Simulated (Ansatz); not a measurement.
**AlGa+ (doublet): wave-function methods side by side, cc-pVDZ**

Aim: climb from Hartree-Fock through coupled cluster and multireference methods for AlGa+ (doublet) at one geometry and basis, and see what each rung misses.

The runs use Ansatz 0.2.0, Gaussian basis; cc-pVDZ, core rule «outside noble gas», up to 19 orbitals frozen.

Plan: UHF; CCSD(T) on ROHF; CCSD(T) on UHF; BCCD(T) on ROHF; CISD; CCSDT(Q) on ROHF; CCSDT(Q) on UHF; CISDTQ; CASSCF and MRCISD+Q, 5 electrons in 8 orbitals; CASSCF and NEVPT2, 5 electrons in 8 orbitals; Full CI.

8 further runs of the same task are left out: 3 that didn't finish, 5 set aside as unsound or not needed.

**1. What is computed**

The geometry is a PBE0/def2-TZVP stationary point (not a proven minimum) of the parent state, kept for this charge and spin. No spin-orbit coupling is included. The filled d shell of Ga may be among the frozen orbitals whatever the setting's name suggests; the logs give the count.

2 atoms, charge 1, spin multiplicity 2.

Atoms are counted from 1 here; the program's logs count them from 0.

No contacts short enough for the rule that draws bonds.

**2. UHF**

in.yaml

```yaml
crystal:
  periodic: [false, false, false]
  atoms:
    - {symbol: Al, position_ang: [0.000000, 0.000000, 0.000000]}
    - {symbol: Ga, position_ang: [0.000000, 0.000000, 3.018500]}
basis:
  gaussian: {orbitals: cc-pVDZ}
total_charge: 1
magnetization: {spin_polarized: true, initial_magnetization: 1}
hamiltonian: {xc: hf}
output: {orbitals: {seedname: orbitals}}
```

On the command line:

```
ansatz run in.yaml --threads 1 --pin off --events-out ev --progress --plain --max-ram 2393MiB
```

Further steps of the session: CCSD(T) on ROHF; CCSD(T) on UHF; BCCD(T) on ROHF; CISD; CCSDT(Q) on ROHF; CCSDT(Q) on UHF; CISDTQ; CASSCF and MRCISD+Q, 5 electrons in 8 orbitals; CASSCF and NEVPT2, 5 electrons in 8 orbitals; Full CI.

Q: Predict the results of all the runs planned. Wanted: FCI below the RHF energy; RMP2 from FCI; UMP2 from FCI; RCCSD from FCI; RCCSD(T) from FCI; UCCSD(T) from FCI; RCCSDT(Q) from FCI; UCCSDT(Q) from FCI; NEVPT2 valence from FCI.

**Answer**, as computed:

| quantity | value |
| --- | --- |
| FCI below the RHF energy | -2.6092 eV |
| RMP2 from FCI | +821.8 meV |
| UMP2 from FCI | +836.4 meV |
| RCCSD from FCI | +71.5 meV |
| RCCSD(T) from FCI | +19.7 meV |
| UCCSD(T) from FCI | +17.5 meV |
| RCCSDT(Q) from FCI | +0.4 meV |
| UCCSDT(Q) from FCI | -1.6 meV |
| NEVPT2 valence from FCI | +256.4 meV |
| MRCISD+Q valence from FCI | -8.6 meV |
| levels within 1 kcal/mol (43 meV) | RCCSD(T), UCCSD(T), BCCD(T), RCCSDT, UCCSDT, CISDTQ, RCCSDT(Q), UCCSDT(Q), MRCISD valence, MRCISD+Q valence |
| T1 diagnostic | 0.031 |
| effectively unpaired electrons | 1.11 |

**Reading.** RCCSD(T) misses by +19.7 meV, 0.8 % of the correlation energy. MRCISD+Q valence falls below full CI: the +Q correction isn't variational, and the cores differ from full CI's. One determinant dominates. Of the multireference levels listed MRCISD+Q valence comes nearest in total energy (-8.6 meV), which doesn't show that its space is the better one. These misses are within one basis, not against nature; the frozen cores of restricted and unrestricted runs differ, which can shift their rows.
